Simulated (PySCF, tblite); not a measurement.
# C₅H₁₃NSi+ (doublet): geometry, infrared bands and EPR parameters

What infrared bands and EPR parameters should C₅H₁₃NSi+ (doublet) (`CC[Si@H]([NH2+])C1CC1`) show?

The runs use tblite 0.8.0 and PySCF 2.14.0, with density-fitted response routines of our own; the level of theory stands in each step. All values are computed, except where a source is named. Atoms are numbered from 0 throughout.

## Step 1: Starting geometry

20 atoms, charge 1, multiplicity 2; geometry from: force field or distance geometry start.

Bonds of the start (Å): C0–C1 1.51, C1–Si2 1.88, Si2–N3 1.79, Si2–C4 1.85, C4–C5 1.50, C5–C6 1.50, C6–C4 1.51, C0–H7 1.10, C0–H8 1.10, C0–H9 1.12, C1–H10 1.12, C1–H11 1.09, Si2–H12 1.48, N3–H13 1.05, N3–H14 1.04, C4–H15 1.09, C5–H16 1.10, C5–H17 1.09, C6–H18 1.12, C6–H19 1.10.

## Step 2: Optimising the geometry with GFN2-xTB

The job: settings as JSON, then the geometry in Å.

```
{"job": {"kind": "relax", "xc": "GFN2-xTB", "basis": "xTB"}, "charge": 1, "multiplicity": 2}
C     -2.808300    -0.493800     0.011400
C     -1.604200    -0.933100    -0.783500
Si    -0.149600    -0.008700    -0.021400
N     -0.494100     1.739800    -0.193200
C      1.446800    -0.366500    -0.875200
C      2.486800     0.709100    -0.780500
C      2.603300    -0.518200     0.079600
H     -3.207900     0.451200    -0.393600
H     -3.531100    -1.321100     0.061700
H     -2.492900    -0.275200     1.064300
H     -1.396900    -2.023900    -0.658600
H     -1.758900    -0.633600    -1.816800
H     -0.015600    -0.300400     1.427600
H     -0.222300     2.241900     0.687600
H     -1.491400     1.964400    -0.381700
H      1.463400    -1.061200    -1.720700
H      3.292100     0.808700    -1.523800
H      2.147900     1.659000    -0.354300
H      2.365600    -0.373800     1.163600
H      3.362300    -1.253700    -0.224700
```

The run is started by

```sh
$ OMP_NUM_THREADS=1 python probes_run.py task.json out
```

The driver reads the jobs from task.json and runs them one after another.

**Question.** This job is followed by: GFN2-xTB harmonic vibrations, gas phase; UKS B3LYP, pcH-1 on C H N Si, non-relativistic, mean-field spin-orbit, GIAO. What will the session give for the following? strongest single infrared mode (GFN2-xTB); zero-point energy (GFN2-xTB); g(iso) (B3LYP); ⟨S²⟩; largest a(iso) (averaged by class).

As calculated:

| quantity | value |
| --- | --- |
| strongest single infrared mode (GFN2-xTB) | 1142 cm⁻¹, 264 km/mol |
| zero-point energy (GFN2-xTB) | 104.7 kcal/mol |
| g(iso) (B3LYP) | 2.00469 |
| ⟨S²⟩ | 0.756 (exact 0.75) |
| largest a(iso) (averaged by class) | 29Si on Si2, 94.9 MHz |

Over 100 steps the energy fell by 0.906 eV; of the close pairs, C1–Si2 changed most, 1.884 to 1.979 Å. The lowest mode is imaginary (28i cm⁻¹), so the xTB geometry is not a minimum. The strongest single mode, at 1142 cm⁻¹, has its largest shares on H15, H11 and H10 (the list is cut at 3 atoms). GFN2-xTB is a fitted tight-binding method: band positions and strengths are rough. Its intensities can rank the bands wrongly. The largest spin populations lie on C1 (0.32 e), N3 (0.31 e). The isotropic g lies 2.4 ppt above the free-electron value.
